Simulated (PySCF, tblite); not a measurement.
# C7H14O2P−: infrared bands and NMR shifts

Aim: predict the infrared bands and NMR shifts of C7H14O2P− (`C/C=C/[P@](=O)([O-])C(C)(C)C`).

Computed with tblite 0.8.0 and PySCF 2.14.0, with density-fitted response routines of our own, on a single molecule in the gas phase. Atoms count from 0, in the outputs and in this text.

## 1. The molecule as given

24 atoms, charge -1, multiplicity 1; geometry from: GFN2-xTB.

Bonds of the start (Å): C0–C1 1.50, C1–C2 1.32, C2–P3 1.85, P3–O4 1.49, P3–O5 1.49, P3–C6 1.89, C6–C7 1.52, C6–C8 1.52, C6–C9 1.52, C0–H10 1.09, C0–H11 1.09, C0–H12 1.09, C1–H13 1.08, C2–H14 1.08, C7–H15 1.09, C7–H16 1.09, C7–H17 1.09, C8–H18 1.09, C8–H19 1.09, C8–H20 1.09, C9–H21 1.09, C9–H22 1.09, C9–H23 1.09.

## 2. Harmonic vibrations with GFN2-xTB

What the job is given:

```
{"job": {"kind": "ir", "xc": "GFN2-xTB", "basis": "xTB"}, "charge": -1, "multiplicity": 1}
C      3.496403    -1.167130     0.328743
C      2.258548    -0.621395    -0.316243
C      1.520826     0.371365     0.145362
P      0.070939     1.009236    -0.802426
O      0.031383     0.379767    -2.152505
O      0.060170     2.497703    -0.694973
C     -1.333732     0.299539     0.246283
C     -1.257447     0.832813     1.667072
C     -1.288305    -1.218177     0.215244
C     -2.587329     0.809217    -0.445101
H      3.363074    -2.221220     0.582291
H      4.344030    -1.097932    -0.355125
H      3.735847    -0.616324     1.237573
H      1.954142    -1.096313    -1.239396
H      1.799429     0.900137     1.049771
H     -2.180784     0.628026     2.217596
H     -1.097742     1.908642     1.632351
H     -0.426377     0.377510     2.204793
H     -2.175343    -1.652139     0.685953
H     -1.236128    -1.550213    -0.819205
H     -0.401993    -1.584727     0.732440
H     -3.502338     0.461323     0.044417
H     -2.583896     0.472033    -1.480488
H     -2.575114     1.898024    -0.448901
```

**Question.** This job is followed by: GIAO PBE0/pcSseg-1 NMR shielding, non-relativistic, gas phase. What will the session give for the following? strongest single infrared mode (GFN2-xTB); zero-point energy (GFN2-xTB); 13C shifts against TMS (PBE0/pcSseg-1, means over atoms taken as alike); 1H shifts against TMS (PBE0/pcSseg-1, means over atoms taken as alike); 31P shifts against H3PO4 (PBE0/pcSseg-1); 17O shifts against H2O (PBE0/pcSseg-1, means over atoms taken as alike).

**Answer**, as computed:

| quantity | value |
| --- | --- |
| strongest single infrared mode (GFN2-xTB) | 2941 cm⁻¹, 322 km/mol |
| zero-point energy (GFN2-xTB) | 123.6 kcal/mol |
| 13C shifts against TMS (PBE0/pcSseg-1, means over atoms taken as alike) | 148.8, 137.7, 33.2, 27.7, 24.1 ppm |
| 1H shifts against TMS (PBE0/pcSseg-1, means over atoms taken as alike) | 6.33, 6.23, 1.70, 0.93 ppm |
| 31P shifts against H3PO4 (PBE0/pcSseg-1) | 0.7 ppm |
| 17O shifts against H2O (PBE0/pcSseg-1, means over atoms taken as alike) | 125.4 ppm |

**Reading.** All 66 modes are real, so the xTB geometry is a minimum. The strongest single mode, at 2941 cm⁻¹, moves mainly H18. Unscaled tight-binding wavenumbers are off by several per cent, some by more. Its intensities can rank the bands wrongly. At PBE0/pcSseg-1: The widest tensor belongs to P3: span 255 ppm, with a paramagnetic part of -648 ppm.
